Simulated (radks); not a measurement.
**Eu⁺ in [Xe] 4f7.25 6s0.75: an all-electron calculation**

Wanted: eigenvalues, radial structure and energy terms of the europium ion Eu+.

Method: Dirac Kohn-Sham, BLYP, spin-unpolarised, spherical densities, finite nucleus; open shells fill j = l - 1/2 first. Code: radks (a radial shooting solver on a logarithmic mesh, Libxc functionals) version 1.

## Step 1: What is computed

```
element            : europium (Z = 63)
charge             : +1
electrons          : 62
configuration      : [Xe] 4f7.25 6s0.75
nuclear rms radius : 5.1115 fm
```

## Step 2: The calculation

The run's settings:

```text
Z 63
configuration [Xe] 4f7.25 6s0.75 5d0 6p0 7s0 5f0
relativity Dirac
functional b88,lyp
spin unpolarised
j_filling energy
nucleus finite rms 5.1115 fm
c 137.035999084
```

Command:

```bash
$ python run_ks.py task.json out
```

The same process makes all the runs of this session.

**Question.** What will this run give?

As calculated:

```
                        quantity                   value
                    total energy     -10852.0402 hartree
exchange-correlation share of it                  2.25 %
                            −T/E                  1.0872
          highest occupied level        4f7/2, -6.628 eV
    most extended occupied level  6s1/2, <r> = 3.91 bohr
 radius at density 0.001 e/bohr³               4.35 bohr
    maxima of the radial density                       4
```

6 principal shells are occupied and 4 maxima appear in the radial density; where shells overlap, one shows as a shoulder or not at all. Relativity lifts −T/E to 1.087. This is not the tabulated ground configuration, so its levels and sizes aren't those of the ground state, and no measured value stands beside it.
